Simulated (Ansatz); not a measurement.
# BF₃H₂S: a spread of methods and bases

Aim: run BF₃H₂S under a spread of inputs, and see what each costs and gives.

Computed with Ansatz 0.2.0, Gaussian basis. Level: the settings change from run to run.

**1. The geometry**

The geometry comes from an earlier relaxation with PBE-D4/def2-SVP; it is a stationary point, not always the lowest conformer.

7 atoms, charge 0, spin multiplicity 1.

Atoms are counted from 1 here; the program's logs count them from 0.

Bond lengths: B1–F5 1.333 Å, B1–F6 1.336 Å, B1–F7 1.333 Å, S2–H3 1.362 Å, S2–H4 1.362 Å. Angles: F5–B1–F6 119.1°, F5–B1–F7 119.7°, F6–B1–F7 119.1°, H3–S2–H4 91.7°.

**2. r2SCAN50/ANO-RCC-VTZP**

Options: atoms shaken by 0.08 Å, density fitting with def2-universal-jkfit, a point charge of 2.00 e beside it, D4 dispersion.

in.yaml

```yaml
crystal:
  periodic: [false, false, false]
  atoms:
    - {symbol: B, position_ang: [0.308989, -0.265290, -1.146148]}
    - {symbol: S, position_ang: [0.208899, -0.052806, 1.595194]}
    - {symbol: H, position_ang: [0.595195, 1.045831, 1.723174]}
    - {symbol: H, position_ang: [-1.291448, 0.235200, 1.759397]}
    - {symbol: F, position_ang: [1.487214, -0.171015, -1.398784]}
    - {symbol: F, position_ang: [-0.463036, 0.907479, -1.288123]}
    - {symbol: F, position_ang: [-0.422933, -1.380097, -1.311969]}
basis:
  gaussian: {orbitals: ANO-RCC-VTZP, fitting: {mean_field: def2-universal-jkfit}, point_charges: [{charge: 2.00, position_ang: [5.237, -0.401, 0.803]}]}
hamiltonian: {xc: {name: r2SCAN50}, dispersion: d4}
scf: {omitted_lower_state_checks: [starts]}
```

On the command line:

```console
$ ansatz run in.yaml --threads 4 --pin off --events-out ev --progress --plain --max-ram 3916MiB
```

What it wrote:

```text
Functional definition: r2SCAN50
  name "r2SCAN50"
  cite "Bursch, Neugebauer, Ehlert & Grimme, J. Chem. Phys. 156, 134105 (2022) doi:10.1063/5.0086040"
  cite "Furness, Kaplan, Ning, Perdew & Sun, J. Phys. Chem. Lett. 11, 8208 (2020) doi:10.1021/acs.jpclett.0c02405"
  cite "Furness, Kaplan, Ning, Perdew & Sun, J. Phys. Chem. Lett. 11, 9248 (2020) doi:10.1021/acs.jpclett.0c03077"
  parent r2scan
  parameter a = 0.5
  parameter k0 = 0.174
  parameter k1 = 0.065
  parameter a1 = 4.9479
  exchange = (1 - a)*r2scan_x(k0 = k0, k1 = k1, a1 = a1) + a*exact_x
  correlation = r2scan_c
these checks for a lower state are left out or cut short: starts
470 factors; integrals over basis functions are off by at most 8.9e-1 eV
mean field evaluation 1: about -19730.6229 eV, gradient 4.3e1 eV
mean field evaluation 2: about -19731.1664 eV, gradient 4.2e1 eV
mean field evaluation 4: about -19733.3584 eV, gradient 1.3e0 eV
mean field evaluation 8: about -19733.3624 eV, gradient 1.5e-2 eV
mean field -19733.36244266 eV, -725.1876940142 hartree, gradient 1.7e-5 eV, S^2 0.000000; 0 other end points of the search recorded, 0 dependent functions left out
reference -19733.36245446 eV, -725.1876944480 hartree; 25, 25 occupied and 157, 157 virtual orbitals, 470 factors
Total energy: -19733.40036852 eV, -725.1890877638 hartree
Relativity: scalar
Checks for a lower state left out: starts
```

Run time: 4.4 s. Hardware: 4 threads of Arm Neoverse V2, shared host.

**3. rPW86-PBE/cc-pVDZ**

in.yaml

```yaml
crystal:
  periodic: [false, false, false]
  atoms:
    - {symbol: B, position_ang: [0.145566, -0.249092, -1.130102]}
    - {symbol: S, position_ang: [0.126612, -0.216330, 1.582077]}
    - {symbol: H, position_ang: [0.492578, 1.094236, 1.634553]}
    - {symbol: H, position_ang: [-1.194977, 0.107577, 1.634622]}
    - {symbol: F, position_ang: [1.473358, -0.241099, -1.241744]}
    - {symbol: F, position_ang: [-0.523223, 0.902916, -1.238416]}
    - {symbol: F, position_ang: [-0.519904, -1.398208, -1.240980]}
basis:
  gaussian: {orbitals: cc-pVDZ}
hamiltonian: {xc: {name: rPW86-PBE}}
scf: {omitted_lower_state_checks: [starts]}
output: {forces: true}
```

The command is unchanged.

What it wrote:

```text
Functional definition: rPW86-PBE
  name "rPW86-PBE"
  cite "Murray, Lee & Langreth, J. Chem. Theory Comput. 5, 2754 (2009) doi:10.1021/ct900365q"
  cite "Perdew, Burke & Ernzerhof, Phys. Rev. Lett. 77, 3865 (1996) doi:10.1103/PhysRevLett.77.3865"
  parent pbe
  exchange = rpw86_x
  correlation = pbe_c
these checks for a lower state are left out or cut short: starts
929 factors; their error is unknown
mean field evaluation 1: about -19720.9573 eV, gradient 4.7e1 eV
mean field evaluation 2: about -19715.0819 eV, gradient 8.0e1 eV
mean field evaluation 4: about -19724.1569 eV, gradient 9.2e-1 eV
mean field evaluation 8: about -19724.1108 eV, gradient 2.9e-2 eV
mean field -19724.11081503 eV, -724.8477029698 hartree, gradient 8.1e-6 eV, S^2 0.000000; 0 other end points of the search recorded, 0 dependent functions left out
the calculation of the forces begins
reference -19724.11090034 eV, -724.8477061050 hartree; 25, 25 occupied and 59, 59 virtual orbitals, 929 factors
Total energy: -19724.11090034 eV, -724.8477061050 hartree
Atom 0 at     0.145566    -0.249092    -1.130102 Å, force    -0.013930     0.023421    -0.083885 eV/Å
Atom 1 at     0.126612    -0.216330     1.582077 Å, force     0.069985    -0.119416     0.105888 eV/Å
Atom 2 at     0.492578     1.094236     1.634553 Å, force     0.038531     0.104097     0.015113 eV/Å
Atom 3 at    -1.194977     0.107577     1.634622 Å, force    -0.109536     0.017507     0.014984 eV/Å
Atom 4 at     1.473358    -0.241099    -1.241744 Å, force     0.582115    -0.003032    -0.013659 eV/Å
Atom 5 at    -0.523223     0.902916    -1.238416 Å, force    -0.281196     0.484383    -0.024674 eV/Å
Atom 6 at    -0.519904    -1.398208    -1.240980 Å, force    -0.285969    -0.506961    -0.013768 eV/Å
Dipole moment:    -0.128240     0.219420     0.360697 e Å
Checks for a lower state left out: starts
```

It took 1.4 s on 4 threads of Arm Neoverse V2, shared host.

Largest force 0.582 eV/Å, dipole 2.12 D.

**4. PBE0/x2c-TZVPPall**

Options: D4 dispersion.

Changes to in.yaml since step 3:

```diff
@@ -11,4 +11,4 @@
 basis:
-  gaussian: {orbitals: cc-pVDZ}
-hamiltonian: {xc: {name: rPW86-PBE}}
+  gaussian: {orbitals: x2c-TZVPPall}
+hamiltonian: {xc: {name: PBE0}, dispersion: d4}
 scf: {omitted_lower_state_checks: [starts]}
```

The command is unchanged.

What it wrote:

```text
Functional definition: PBE0
  name "PBE0"
  cite "Adamo & Barone, J. Chem. Phys. 110, 6158 (1999) doi:10.1063/1.478522"
  cite "Perdew, Burke & Ernzerhof, Phys. Rev. Lett. 77, 3865 (1996) doi:10.1103/PhysRevLett.77.3865"
  parent pbe
  parameter a = 0.25
  parameter kappa = 0.804
  parameter beta = 0.06672455060314922
  exchange = (1 - a)*pbe_x(kappa = kappa, mu = beta*pi^2/3) + a*exact_x
  correlation = pbe_c(beta = beta)
these checks for a lower state are left out or cut short: starts
1063 factors; their error is unknown
mean field evaluation 1: about -19725.8246 eV, gradient 4.6e1 eV
mean field evaluation 2: about -19723.6970 eV, gradient 6.3e1 eV
mean field evaluation 4: about -19728.6722 eV, gradient 7.7e-1 eV
mean field evaluation 8: about -19728.7324 eV, gradient 1.8e-1 eV
mean field evaluation 16: about -19728.7324 eV, gradient 4.1e-5 eV
mean field -19728.73243117 eV, -725.0175442304 hartree, gradient 4.1e-5 eV, S^2 0.000000; 0 other end points of the search recorded, 0 dependent functions left out
the calculation of the forces begins
reference -19728.73245946 eV, -725.0175452701 hartree; 25, 25 occupied and 169, 169 virtual orbitals, 1063 factors
Total energy: -19728.83450380 eV, -725.0212953303 hartree
Relativity: scalar
Atom 0 at     0.145566    -0.249092    -1.130102 Å, force    -0.028499     0.048382    -0.166676 eV/Å
Atom 1 at     0.126612    -0.216330     1.582077 Å, force    -0.358346     0.613272     0.040565 eV/Å
Atom 2 at     0.492578     1.094236     1.634553 Å, force    -0.114719    -0.485617    -0.013437 eV/Å
Atom 3 at    -1.194977     0.107577     1.634622 Å, force     0.479521    -0.138170    -0.013698 eV/Å
Atom 4 at     1.473358    -0.241099    -1.241744 Å, force    -0.625982    -0.013808     0.062562 eV/Å
Atom 5 at    -0.523223     0.902916    -1.238416 Å, force     0.325534    -0.560748     0.029040 eV/Å
Atom 6 at    -0.519904    -1.398208    -1.240980 Å, force     0.322490     0.536689     0.061644 eV/Å
Dipole moment:    -0.118751     0.203179     0.377855 e Å
Checks for a lower state left out: starts
```

Wall time 2.2 s (4 threads of Arm Neoverse V2, shared host).

Largest force 0.711 eV/Å, dipole 2.14 D.

**5. PBE0/def2-SVPD**

This run has charge +1, multiplicity 2, a grid of angular degree 47.

Changes to in.yaml since step 4:

```diff
@@ -11,5 +11,6 @@
 basis:
-  gaussian: {orbitals: x2c-TZVPPall}
-hamiltonian: {xc: {name: PBE0}, dispersion: d4}
-scf: {omitted_lower_state_checks: [starts]}
+  gaussian: {orbitals: def2-SVPD, final_grid: {core_spheres: 20, valence_spheres: 16, degree: 47}}
+total_charge: 1
+magnetization: {spin_polarized: true, initial_magnetization: 1}
+hamiltonian: {xc: {name: PBE0}}
 output: {forces: true}
```

Launched as before.

What it wrote:

```text
Functional definition: PBE0
  name "PBE0"
  cite "Adamo & Barone, J. Chem. Phys. 110, 6158 (1999) doi:10.1063/1.478522"
  cite "Perdew, Burke & Ernzerhof, Phys. Rev. Lett. 77, 3865 (1996) doi:10.1103/PhysRevLett.77.3865"
  parent pbe
  parameter a = 0.25
  parameter kappa = 0.804
  parameter beta = 0.06672455060314922
  exchange = (1 - a)*pbe_x(kappa = kappa, mu = beta*pi^2/3) + a*exact_x
  correlation = pbe_c(beta = beta)
1117 factors; their error is unknown
mean field evaluation 1: about -19657.0849 eV, gradient 5.5e1 eV
mean field evaluation 2: about -19632.7266 eV, gradient 9.6e1 eV
mean field evaluation 4: about -19666.5762 eV, gradient 3.5e0 eV
mean field evaluation 8: about -19666.6359 eV, gradient 1.5e-1 eV
mean field evaluation 16: about -19666.7729 eV, gradient 8.6e-4 eV
mean field -19666.77293301 eV, -722.7405746705 hartree, gradient 5.0e-5 eV, S^2 0.755023; 0 other end points of the search recorded, 0 dependent functions left out
the calculation of the forces begins
reference -19666.77298838 eV, -722.7405767055 hartree; 25, 24 occupied and 107, 108 virtual orbitals, 1117 factors
Total energy: -19666.77298838 eV, -722.7405767055 hartree
Atom 0 at     0.145566    -0.249092    -1.130102 Å, force     0.164070    -0.280648    -3.311771 eV/Å
Atom 1 at     0.126612    -0.216330     1.582077 Å, force     0.070571    -0.121054     0.245672 eV/Å
Atom 2 at     0.492578     1.094236     1.634553 Å, force     0.161851     0.244178     0.060442 eV/Å
Atom 3 at    -1.194977     0.107577     1.634622 Å, force    -0.292042    -0.021328     0.060484 eV/Å
Atom 4 at     1.473358    -0.241099    -1.241744 Å, force    -0.961294     0.036678     0.939688 eV/Å
Atom 5 at    -0.523223     0.902916    -1.238416 Å, force     0.412318    -0.710438     1.065700 eV/Å
Atom 6 at    -0.519904    -1.398208    -1.240980 Å, force     0.444527     0.852612     0.939785 eV/Å
Dipole moment:    -0.190886     0.326717     1.731661 e Å
```

Run time: 4.3 s. Hardware: 4 threads of Arm Neoverse V2, shared host.

Largest force 3.328 eV/Å, ⟨S²⟩ 0.755.

**6. All runs side by side**

```tsv
level	charge	multiplicity	geometry	functions	energy (eV)	time
r2SCAN50/ANO-RCC-VTZP	0	1	shaken, point charge	182	-19733.400	4.4 s
rPW86-PBE/cc-pVDZ	0	1	relaxed	84	-19724.111	1.4 s
PBE0/x2c-TZVPPall	0	1	relaxed	194	-19728.835	2.2 s
PBE0/def2-SVPD	1	2	relaxed	132	-19666.773	4.3 s
```

**7. What came out**

```
                                         quantity                         value
                                             runs                             4
                                         quickest      rPW86-PBE/cc-pVDZ, 1.4 s
                                          slowest  r2SCAN50/ANO-RCC-VTZP, 4.4 s
spread of total energies, same state and geometry                        4.7 eV
                  dipole, same state and geometry                2.12 to 2.14 D
```

**Reading.** Run time spans a factor of 3, from rPW86-PBE/cc-pVDZ to r2SCAN50/ANO-RCC-VTZP. The jobs differ in tasks and options as well as level. Total energies at one charge and spin differ by 5 eV between levels, so only differences within one level mean anything. Some of these runs are scalar-relativistic and others not, which shifts the totals of all-electron atoms past neon by eV; core potentials, where a basis has them, take the core out of the total altogether. At the PBE-D4/def2-SVP geometry and in the same state, runs without warnings or point charges leave forces up to 0.71 eV/Å (PBE0/x2c-TZVPPall).
